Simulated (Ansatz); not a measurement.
**LaNiSn (Pnma): the equilibrium volume**

Aim: the volume at which the pressure of LaNiSn (Pnma) vanishes.

Method: DFT PBEsol, scalar-relativistic, plane waves, PAW, in Ansatz 0.2.0.

## (1) The starting structure

It takes space group Pnma (No. 62, orthorhombic). Conventional cell: a = 7.879 Å, b = 4.757 Å, c = 7.243 Å, α = 90.00°, β = 90.00°, γ = 90.00°. Around La (site symmetry m) lie 4 Ni at 2.98 to 3.25 Å and 5 Sn at 3.23 to 3.33 Å. Ni (site symmetry m) is surrounded by 4 Sn at 2.61 to 2.77 Å and 1 La at 2.98 Å. Sn (site symmetry m) is surrounded by 4 Ni at 2.61 to 2.77 Å.

Coordinates:

```cif
data_structure
_symmetry_space_group_name_H-M 'P 1'
_symmetry_Int_Tables_number 1
_cell_length_a 7.8790
_cell_length_b 4.7575
_cell_length_c 7.2427
_cell_angle_alpha 90.000
_cell_angle_beta 90.000
_cell_angle_gamma 90.000
_cell_volume 271.48
loop_
_atom_site_label
_atom_site_type_symbol
_atom_site_fract_x
_atom_site_fract_y
_atom_site_fract_z
_atom_site_occupancy
La1 La 0.46460 0.25000 0.81454 1
La2 La 0.53540 0.75000 0.18546 1
La3 La 0.03540 0.75000 0.31454 1
La4 La 0.96460 0.25000 0.68546 1
Ni1 Ni 0.32826 0.75000 0.57404 1
Ni2 Ni 0.82826 0.75000 0.92596 1
Ni3 Ni 0.17174 0.25000 0.07404 1
Ni4 Ni 0.67174 0.25000 0.42596 1
Sn1 Sn 0.67811 0.75000 0.60411 1
Sn2 Sn 0.17811 0.75000 0.89589 1
Sn3 Sn 0.82189 0.25000 0.10411 1
Sn4 Sn 0.32189 0.25000 0.39589 1
```

The moments start at Ni 0.80 μB.

## (2) At the starting volume (PBEsol, 2×4×4 mesh)

File input.yaml:

```yaml
crystal:
  lattice:
    - [7.87896505, 0.0, 0.0]
    - [0.0, 4.75747909, 0.0]
    - [0.0, 0.0, 7.24267373]
  atoms:
    - { symbol: La, position: [0.46459941, 0.25, 0.81453594] }
    - { symbol: La, position: [0.53540059, 0.75, 0.18546406] }
    - { symbol: La, position: [0.03540059, 0.75, 0.31453594] }
    - { symbol: La, position: [0.96459941, 0.25, 0.68546406] }
    - { symbol: Ni, position: [0.32825954, 0.75, 0.57403643], spin: 0.8 }
    - { symbol: Ni, position: [0.82825954, 0.75, 0.92596357], spin: 0.8 }
    - { symbol: Ni, position: [0.17174046, 0.25, 0.07403643], spin: 0.8 }
    - { symbol: Ni, position: [0.67174046, 0.25, 0.42596357], spin: 0.8 }
    - { symbol: Sn, position: [0.67811003, 0.75, 0.60410924] }
    - { symbol: Sn, position: [0.17811003, 0.75, 0.89589076] }
    - { symbol: Sn, position: [0.82188997, 0.25, 0.10410924] }
    - { symbol: Sn, position: [0.32188997, 0.25, 0.39589076] }
basis:
  ecutwfc: 420
kpoints:
  mp_grid: { grid: [2, 4, 4] }
hamiltonian:
  xc: pbesol
scf:
  occupations: { method: gaussian, width: 0.1 }
  lower_state_search: "off"
output:
  forces: true
  stress: true
  eigenvalues: true
  populations: true
magnetization:
  spin_polarized: true
```

Launch:

```sh
> ansatz run input.yaml --threads 8 --pin off --max-ram 14336MiB --backend cpu --events-out ev --progress --plain --runs-dir out
```

Log (excerpt; [...] marks lines left out):

```text
Warning: RAYON_NUM_THREADS=8 ignored (pool sized by the plan → 8); use --threads N
La: projections on atomic orbitals take those of the free atom [Kr 4d10] 4f0 5s2 5p6 5d1 6s2, of charge +0.00 (hamiltonian.pseudopotentials.projection_atoms); the dataset's partial waves leave at most 1.9e-5 of an orbital's norm unspanned inside its sphere
[...]
Pseudopotentials: kind: paw
Pseudopotential: La, paw, valence charge 11, recommended cutoff 420 eV (normal), La.paw.azcp
Pseudopotential: Ni, paw, valence charge 18, recommended cutoff 420 eV (normal), Ni.paw.azcp
Pseudopotential: Sn, paw, valence charge 14, recommended cutoff 420 eV (normal), Sn.paw.azcp
Functional definition: PBEsol
[...]
Crystal: 12 atoms, lattice volume = 271.484 Å³
Basis set: ecut = 420 eV, 5281 PW (Γ), exchange–correlation on 108×64×100 points (8 copies of the dense FFT grid, shifted against one another)
Bands: 106, of which v1, the nominal top of the filled ones, is band 86 counted from 1 (85 counted from 0)
Symmetry: 8 space group operations
Space group: Pnma (ITA 62), of the structure as read, at distance tolerance 6.5e-5 Å
Magnetic group: BNS 62.441 (UNI 539), of the structure as read, at distance tolerance 6.5e-5 Å
k-points: 18 of 32
[...]
Starting moments: Σ|m| = 3.2 μB on 4 of 12 sites
[...]
SCF iter   1: F=—  HF=-71673.417587 eV  |F-HF|=—  |Δ(HF+E_count)|=         —  Δρ=4.57e-2 (↑4.57e-2 ↓1.68e-2)  dr2=7.81e0  dr2_m=1.13e0  M=1.275 μB ∫|m|=1.735 μB  β_m=0.30  ethr=3.10e-3  ⟨swp⟩=6.4  Hψ=15113  notcnv=0
[...]
WARN: the starting moments were not kept: the SCF closed with an absolute magnetisation of 9.8e-6 μB, where they sum to 3.2 μB in size (4 sites). That is at most 0.1 of that sum. Measured as dr2_m measures the in/out step, that magnetisation stands 2.6e-12 eV from none, at or under the [...]
SCF converged after 19 iterations
Magnetization: -0.0000 μB (86.0000 up, 86.0000 down)
Absolute magnetization: 0.0000 μB (∫|ρ↑−ρ↓|, with the PAW one-centre terms)
Spin contamination: 0.0000 ħ² per cell (⟨S²⟩ above its minimum at these occupations)
[...]
Free energy (F): -71671.808401 eV
[...]
E sigma→0 (E₀):  -71671.788653 eV
Entropy (-TS):   -0.039495 eV (-3.291 meV/atom)
Fermi energy:    13.090027 eV
[...]
--- Forces (eV/Å), atoms counted from 1 ---
  atom   1  La     0.00928891    -0.00000000    -0.06188448
  atom   2  La    -0.00928891     0.00000000     0.06188448
  atom   3  La    -0.00928891    -0.00000000    -0.06188448
  atom   4  La     0.00928891     0.00000000     0.06188448
  atom   5  Ni     0.02556649     0.00000000    -0.01151238
  atom   6  Ni     0.02556649     0.00000000     0.01151238
  atom   7  Ni    -0.02556649     0.00000000    -0.01151238
  atom   8  Ni    -0.02556649     0.00000000     0.01151238
[...]
--- Stress (GPa, compression-positive) ---
       -3.359002      -0.000000       0.000000
       -0.000000      -3.807041      -0.000000
        0.000000      -0.000000      -3.173171
  P = ⅓ Tr σ = -3.4464 GPa (-34.464 kbar)
--- Band table (eV; the first three rows and the last of 36) ---
[...]
--- Löwdin populations: 12 sites ---
  site symbol       q [e]    m [muB]
     0     La     11.0099    -0.0000
     1     La     11.0099    -0.0000
     2     La     11.0099    -0.0000
     3     La     11.0099    -0.0000
     4     Ni     17.5116    -0.0000
     5     Ni     17.5116    -0.0000
     6     Ni     17.5116    -0.0000
     7     Ni     17.5116    -0.0000
     8     Sn     14.2911     0.0000
     9     Sn     14.2911     0.0000
    10     Sn     14.2911     0.0000
    11     Sn     14.2911     0.0000
  spilling = 0.004358 (of n_electrons = 172.000000)
```

Run time: 26 s. Hardware: 8 threads of Arm Neoverse V1, shared host; peak memory 1.9 GiB.

Read off: volume 22.624 Å³/atom, pressure -3.45 GPa, metallic, no moment left.

## (3) Relaxing cell and atoms

File input.yaml:

```yaml
crystal:
  lattice:
    - [7.87896505, 0.0, 0.0]
    - [0.0, 4.75747909, 0.0]
    - [0.0, 0.0, 7.24267373]
  atoms:
    - { symbol: La, position: [0.46459941, 0.25, 0.81453594] }
    - { symbol: La, position: [0.53540059, 0.75, 0.18546406] }
    - { symbol: La, position: [0.03540059, 0.75, 0.31453594] }
    - { symbol: La, position: [0.96459941, 0.25, 0.68546406] }
    - { symbol: Ni, position: [0.32825954, 0.75, 0.57403643] }
    - { symbol: Ni, position: [0.82825954, 0.75, 0.92596357] }
    - { symbol: Ni, position: [0.17174046, 0.25, 0.07403643] }
    - { symbol: Ni, position: [0.67174046, 0.25, 0.42596357] }
    - { symbol: Sn, position: [0.67811003, 0.75, 0.60410924] }
    - { symbol: Sn, position: [0.17811003, 0.75, 0.89589076] }
    - { symbol: Sn, position: [0.82188997, 0.25, 0.10410924] }
    - { symbol: Sn, position: [0.32188997, 0.25, 0.39589076] }
basis:
  ecutwfc: 420
kpoints:
  mp_grid: { grid: [4, 8, 4] }
hamiltonian:
  xc: pbesol
scf:
  occupations: { method: gaussian, width: 0.05 }
output:
  forces: true
  stress: true
  eigenvalues: true
relax:
  adjacent_minimum: "off"
  f_tol: 0.005
  max_steps: 80
  cell: { stress_tol: 0.05 }
```

Launch:

```sh
> ansatz run input.yaml --threads 8 --pin off --max-ram 14336MiB --backend cpu --events-out ev --progress --plain --runs-dir out
```

Log:

```text
Warning: RAYON_NUM_THREADS=8 ignored (pool sized by the plan → 8); use --threads N
Engine: ansatz 0.2.0, aarch64-unknown-linux-gnu
[... 5 set-up lines as earlier in the session ...]
  exchange = pbesol_x
  correlation = pbesol_c
Crystal: 12 atoms, lattice volume = 271.484 Å³
Basis set: ecut = 420 eV, 5281 PW (Γ), exchange–correlation on 108×64×100 points (8 copies of the dense FFT grid, shifted against one another)
Bands: 104, of which v1, the nominal top of the filled ones, is band 86 counted from 1 (85 counted from 0)
[... 2 set-up lines as earlier in the session ...]
k-points: 45 of 128
Non-local potential: La, projectors of the file, l = 0: 3, l = 1: 2, l = 2: 2, l = 3: 3
Non-local potential: Ni, projectors of the file, l = 0: 3, l = 1: 2, l = 2: 3, l = 3: 1
Non-local potential: Sn, projectors of the file, l = 0: 2, l = 1: 2, l = 2: 2, l = 3: 2
PAW form: soft (Blöchl's): semilocal exchange-correlation on the pseudo side does not see the compensation charge
PAW frozen core: La, regenerated for the run's functional, and the local potential with it (the file was generated under x = pbe(κ = 0.804, μ = 0.2195149727645171), c = pbe(β = 0.06672455060314922))
PAW frozen core: Ni, regenerated for the run's functional, and the local potential with it (the file was generated under x = pbe(κ = 0.804, μ = 0.2195149727645171), c = pbe(β = 0.06672455060314922))
PAW frozen core: Sn, regenerated for the run's functional, and the local potential with it (the file was generated under x = pbe(κ = 0.804, μ = 0.2195149727645171), c = pbe(β = 0.06672455060314922))
PAW one-centre angular grid: La, 590 points (default); XC on 64 Gauss nodes
PAW one-centre angular grid: Ni, 590 points (default); XC on 64 Gauss nodes
PAW one-centre angular grid: Sn, 590 points (default); XC on 64 Gauss nodes
Initial density: superposition of atomic densities (neutral atoms: chi_scale 0, normalization atom), corrected by the library's trained network
Initial wavefunctions: pseudopotential atomic-orbital guess
Functional: x = pbesol(κ = 0.804, μ = 0.12345679012345678), c = pbesol(β = 0.046)
SCF iter   1: F=—  HF=-71671.869573 eV  |F-HF|=—  |Δ(HF+E_count)|=         —  Δρ=1.55e-2  dr2=4.88e-1  ethr=1.77e-3  ⟨swp⟩=7.4  Hψ=20200  notcnv=0  defer=6
preconditioner: auto → Kerker (q_TF=auto, 2.528 Å⁻¹)  [metal: Δε(μ)=0.016 eV  Ē_g=12.008 eV  σ=0.050 eV  W_gap=0.17  n_scr=68 (ndim 8)  ℏωp=25.9 eV  f_vac=0.000  D(μ)=7.66/eV (n_scr^D=54)]
SCF iter   2: F=—  HF=-71671.830267 eV  |F-HF|=—  |Δ(HF+E_count)|=   3.93e-2  Δρ=4.07e-3  dr2=4.05e-2  ethr=2.84e-4  ⟨swp⟩=2.1  Hψ=9527  notcnv=0  defer=493
SCF iter   3: F=—  HF=-71671.826181 eV  |F-HF|=—  |Δ(HF+E_count)|=   4.09e-3  Δρ=1.08e-3  dr2=4.10e-3  ethr=2.35e-5  ⟨swp⟩=1.7  Hψ=4617  notcnv=0  defer=503
SCF iter   4: F=—  HF=-71671.825726 eV  |F-HF|=—  |Δ(HF+E_count)|=   4.55e-4  Δρ=3.88e-4  dr2=3.83e-4  ethr=2.38e-6  ⟨swp⟩=2.0  Hψ=8024  notcnv=0  defer=503
SCF iter   5: F=—  HF=-71671.825690 eV  |F-HF|=—  |Δ(HF+E_count)|=   3.59e-5  Δρ=1.34e-4  dr2=5.73e-5  ethr=2.23e-7  ⟨swp⟩=2.0  Hψ=5978  notcnv=0  defer=503
SCF iter   6: F=—  HF=-71671.825705 eV  |F-HF|=—  |Δ(HF+E_count)|=   1.53e-5  Δρ=4.88e-5  dr2=8.09e-6  ethr=3.33e-8  ⟨swp⟩=2.4  Hψ=7226  notcnv=0  defer=503
SCF iter   7: F=—  HF=-71671.825704 eV  |F-HF|=—  |Δ(HF+E_count)|=   9.77e-7  Δρ=1.13e-5  dr2=2.70e-7  ethr=4.70e-9  ⟨swp⟩=2.0  Hψ=6609  notcnv=0  defer=503
SCF iter   8: F=-71671.825704 eV  HF=-71671.825704 eV  |F-HF|=9.68e-9  |Δ(HF+E_count)|=   4.62e-8  Δρ=3.02e-6  dr2=2.49e-8  ethr=5.81e-11  ⟨swp⟩=14.5  Hψ=26525  notcnv=0
SCF 1 converged in 8 iterations: F = -71671.825704 eV  dr2 = 2.49e-8
relax step   1: F+E_penalty+E_count = -71671.82570398 eV  Δ(F+E_penalty+E_count) = +0.000e0 eV  max|allowed force component| = 9.821e-2 eV/Å  Δτ_max = 0.0000 Å  P = -3.678 GPa  Ω = 271.484 Å³  (8 SCF iters, dr2 threshold 1.00e-7 eV, accepted)
[... from here on, the SCF cycles and remarks between the steps are left out ...]
relax step   2: F+E_penalty+E_count = -71671.83629900 eV  Δ(F+E_penalty+E_count) = -1.060e-2 eV  max|allowed force component| = 2.887e-1 eV/Å  Δτ_max = 0.0242 Å  P = +4.069 GPa  Ω = 249.165 Å³  energy of the carried Pulay correction = +4.198e-3 eV  (7 SCF iters, dr2 threshold 1.20e-6 eV, accepted)
relax step   3: F+E_penalty+E_count = -71671.97809336 eV  Δ(F+E_penalty+E_count) = -1.418e-1 eV  max|allowed force component| = 1.877e-2 eV/Å  Δτ_max = 0.0328 Å  P = -0.325 GPa  Ω = 259.485 Å³  energy of the carried Pulay correction = +2.213e-3 eV  (7 SCF iters, dr2 threshold 1.20e-6 eV, accepted)
relax step   4: F+E_penalty+E_count = -71671.98019190 eV  Δ(F+E_penalty+E_count) = -2.099e-3 eV  max|allowed force component| = 1.984e-2 eV/Å  Δτ_max = 0.0063 Å  P = -0.060 GPa  Ω = 258.522 Å³  energy of the carried Pulay correction = +2.395e-3 eV  (6 SCF iters, dr2 threshold 3.53e-7 eV, accepted)
relax step   5: F+E_penalty+E_count = -71671.98094138 eV  Δ(F+E_penalty+E_count) = -7.495e-4 eV  max|allowed force component| = 1.900e-2 eV/Å  Δτ_max = 0.0117 Å  P = -0.005 GPa  Ω = 258.246 Å³  energy of the carried Pulay correction = +2.447e-3 eV  (7 SCF iters, dr2 threshold 2.46e-8 eV, accepted)
relax step   6: F+E_penalty+E_count = -71671.98111104 eV  Δ(F+E_penalty+E_count) = -1.697e-4 eV  max|allowed force component| = 6.277e-3 eV/Å  Δτ_max = 0.0054 Å  P = -0.003 GPa  Ω = 258.197 Å³  energy of the carried Pulay correction = +2.456e-3 eV  (6 SCF iters, dr2 threshold 2.26e-8 eV, accepted)
relax step   7: F+E_penalty+E_count = -71671.98115797 eV  Δ(F+E_penalty+E_count) = -4.693e-5 eV  max|allowed force component| = 6.957e-4 eV/Å  Δτ_max = 0.0030 Å  P = -0.000 GPa  Ω = 258.186 Å³  energy of the carried Pulay correction = +2.458e-3 eV  (7 SCF iters, dr2 threshold 2.46e-9 eV, accepted)
relax step   8: F+E_penalty+E_count = -71671.97851877 eV  Δ(F+E_penalty+E_count) = +2.639e-3 eV  max|allowed force component| = 7.085e-4 eV/Å  Δτ_max = 0.0000 Å  P = +0.005 GPa  Ω = 258.186 Å³  stress off target by 1.22e-2 GPa  SCF on the basis re-selected at this cell (its energy is not comparable with the rows above)  (6 SCF iters)
basis re-selected at this cell: Δ(F+E_penalty+E_count) = +2.639e-3 eV, ΔP = +0.005 GPa vs the last step (what re-selecting the basis moved, of the pressure what is left beyond the Pulay correction that the steps carried, after the strain that the cell walked since its last selection, with what the two solves' SCF thresholds leave and, on support functions, any second-order correction that the steps lacked; it is no measure of the basis error at this ecutwfc). The dense FFT grid was sized anew with the basis: this SCF ran on 54×32×48 points, the steps before it on 54×32×50, so part of this shift can come from that change (see relax.cell in the input reference). This SCF's stress stands 1.22e-2 GPa from its target on what of the cell is left free (relax.cell.stress_tol is 5.00e-2 GPa) and its largest allowed force component is 7.09e-4 eV/Å (relax.f_tol is 5.00e-3 eV/Å): within both
SCF converged after 6 iterations
Free energy (F): -71671.978519 eV
Harris-Foulkes:  -71671.978519 eV  (|F-HF|=4.37e-11)
Internal energy: -71671.969148 eV  (E = F + TS)
E sigma→0 (E₀):  -71671.973833 eV
Entropy (-TS):   -0.009371 eV (-0.781 meV/atom)
Fermi energy:    13.896965 eV
--- Per-component energies (eV) ---
  E_band       = -1590.529421
  E_kinetic    = 2674.754756
  E_local      = -23519.142831  (includes V_loc(G=0)·N_el)
  E_nonlocal   = 2829.433139
  E_hartree    = 10832.150752
  E_xc         = -2413.484300
  E_vxc        = -1421.923134  (∫ρ·V_xc dr)
  E_paw        = -43980.784708  (= ΣΔE_a)
  E_vpaw       = -3817.954883  (= ΣTr[D̂ρ^β])
  E_aug_tail   = 0.001955  (compensation charges beyond the density's cutoff)
  E_ewald      = -18097.504464
  E_core_change = 2.606552  (= ΣΔE_core)
  E_smearing   = -0.009371  (= −TS)
  E_closure    = 0.000000  (closes the sum)
  Σ components = -71671.978519   (vs F -71671.978519, Δ=0.00e0)
--- Forces (eV/Å), atoms counted from 1 ---
  atom   1  La     0.00010340    -0.00000000    -0.00009701
  atom   2  La    -0.00010340     0.00000000     0.00009701
  atom   3  La    -0.00010340    -0.00000000    -0.00009701
  atom   4  La     0.00010340     0.00000000     0.00009701
  atom   5  Ni     0.00008712    -0.00000000     0.00032385
  atom   6  Ni     0.00008712    -0.00000000    -0.00032385
  atom   7  Ni    -0.00008712     0.00000000     0.00032385
  atom   8  Ni    -0.00008712     0.00000000    -0.00032385
  atom   9  Sn     0.00032186    -0.00000000    -0.00070855
  atom  10  Sn     0.00032186    -0.00000000     0.00070855
  atom  11  Sn    -0.00032186     0.00000000    -0.00070855
  atom  12  Sn    -0.00032186     0.00000000     0.00070855
  max |Σ_I F_I| component: 9.16e-18 eV/Å
--- Stress (GPa, compression-positive) ---
       -0.003522       0.000000      -0.000000
        0.000000       0.012211       0.000000
       -0.000000       0.000000       0.005001
  P = ⅓ Tr σ = 0.0046 GPa (0.046 kbar)
--- Band table (eV; the first three rows and the last of 45) ---
  k-point 0: bands = ["-88.6417", "-88.6417", "-88.6417", "-88.6417", "-49.2446", "-49.2445", "-49.2445", "-49.2445", "-49.1819", "-49.1818", "-49.1814", "-49.1814", "-49.1629", "-49.1629", "-49.1626", "-49.1626", "-18.5028", "-18.4679", "-18.3565", "-18.3256", "-6.8595", "-6.8566", "-6.8532", "-6.8504", "-6.8447", "-6.8364", "-6.8358", "-6.8334", "-6.8314", "-6.8305", "-6.8252", "-6.8233", "-6.8195", "-6.8190", "-6.8139", "-6.8107", "-6.8058", "-6.8022", "-6.7952", "-6.7899", "-2.7585", "-2.6472", "-2.6086", "-2.5101", "-2.3970", "-2.3199", "-2.1064", "-1.9929", "-1.9867", "-1.9480", "-1.9136", "-1.8876", "4.8913", "6.5484", "6.5761", "7.0483", "9.9613", "10.1253", "10.7531", "10.8780", "11.0135", "11.0817", "11.2118", "11.5984", "11.6456", "11.6602", "11.6906", "11.7401", "11.9467", "12.0418", "12.1419", "12.2579", "12.2798", "12.3536", "12.3585", "12.3591", "12.4945", "12.5004", "12.7656", "12.8804", "12.9542", "13.0056", "13.1132", "13.1746", "13.4688", "14.0921", "14.7639", "14.7822", "14.9730", "15.1650", "15.3162", "15.3275", "15.3997", "15.7360", "15.8096", "15.9436", "15.9755", "15.9854", "15.9953", "15.9959", "16.0985", "16.1065", "16.2108", "16.2378"]
[... 3 lines left out ...]
--- Relaxed structure (7 steps of the walk, 7 accepted, 1 SCFs on fresh bases) ---
  F+E_penalty+E_count = -71671.97851877 eV   max|allowed force component| = 7.085e-4 eV/Å   (the final SCF, on the basis selected at the relaxed cell)
  cell:  # Å, volume = 258.1857 Å³
    - [7.779512591027373, -1.3855828062462292e-32, -4.335438801785242e-33]
    - [-8.36643034503619e-33, 4.682598438626324, -9.814990058530141e-18]
    - [-3.9853164112858515e-33, -1.4942108901024602e-17, 7.087497159632722]
  atoms:
    - { symbol: La, position: [0.4652459148365103, 0.24999999999999997, 0.8196475193254638] }
    - { symbol: La, position: [0.5347540851634898, 0.75, 0.18035248067453635] }
    - { symbol: La, position: [0.03475408516348971, 0.75, 0.3196475193254637] }
    - { symbol: La, position: [0.9652459148365105, 0.24999999999999997, 0.6803524806745364] }
    - { symbol: Ni, position: [0.33071844942749407, 0.75, 0.5756937277360522] }
    - { symbol: Ni, position: [0.8307184494274943, 0.75, 0.9243062722639481] }
    - { symbol: Ni, position: [0.16928155057250607, 0.24999999999999997, 0.07569372773605197] }
    - { symbol: Ni, position: [0.669281550572506, 0.24999999999999997, 0.42430627226394824] }
    - { symbol: Sn, position: [0.6762880154031163, 0.75, 0.6030335840997497] }
    - { symbol: Sn, position: [0.17628801540311606, 0.75, 0.8969664159002505] }
    - { symbol: Sn, position: [0.823711984596884, 0.24999999999999997, 0.1030335840997497] }
    - { symbol: Sn, position: [0.32371198459688405, 0.24999999999999997, 0.39696641590025045] }
```

Wall time 2.3 min (8 threads of Arm Neoverse V1, shared host); peak memory 2.1 GiB.

Relaxation path:

| step | energy from step 1 (meV/atom) | largest force component (eV/Å) | pressure (GPa) | volume (Å³/atom) |
| --- | --- | --- | --- | --- |
| 1 | 0.0 | 0.098 | -3.68 | 22.624 |
| 2 | -0.9 | 0.289 | 4.07 | 20.764 |
| 3 | -12.7 | 0.019 | -0.33 | 21.624 |
| 4 | -12.9 | 0.020 | -0.06 | 21.543 |
| 5 | -12.9 | 0.019 | -0.01 | 21.520 |
| 6 | -13.0 | 0.006 | 0.00 | 21.516 |
| 7 | -13.0 | 0.001 | 0.00 | 21.515 |
| 8 | -12.7 | 0.001 | 0.00 | 21.515 |

Step 1 is the start. Step 8 repeats the geometry before it on a plane-wave basis chosen anew for the final cell, which shifts the energy by +0.2 meV/atom.

In short: volume 21.515 Å³/atom, pressure 0.00 GPa, metallic.

## (4) The cell, before and after

The cell before and after:

| cell as typed | before | after | change |
| --- | --- | --- | --- |
| a (Å) | 7.879 | 7.780 | -1.3 % |
| b (Å) | 4.757 | 4.683 | -1.6 % |
| c (Å) | 7.243 | 7.087 | -2.1 % |
| volume (Å³/atom) | 22.624 | 21.515 | -4.9 % |
| shortest distance (Å) | 2.614 | 2.575 | -1.5 % |
| space group | Pnma | Pnma | same |

## (5) Summary of results

| quantity | value |
| --- | --- |
| volume | 21.515 Å³/atom |
| pressure | 0.00 GPa |
| conventional cell | a = 7.780 Å, b = 4.683 Å, c = 7.087 Å, α = 90.00°, β = 90.00°, γ = 90.00° |
| gap on the mesh | none (metal) |

In words: From the first run shown, the volume went from 22.62 to 21.52 Å³/atom (-4.9 %) in 2 runs, where the pressure is zero within 0.01 GPa. Spin polarisation wasn't allowed in this run. Spin–orbit coupling is left out, though the cell holds La; it can open a gap where p bands cross.
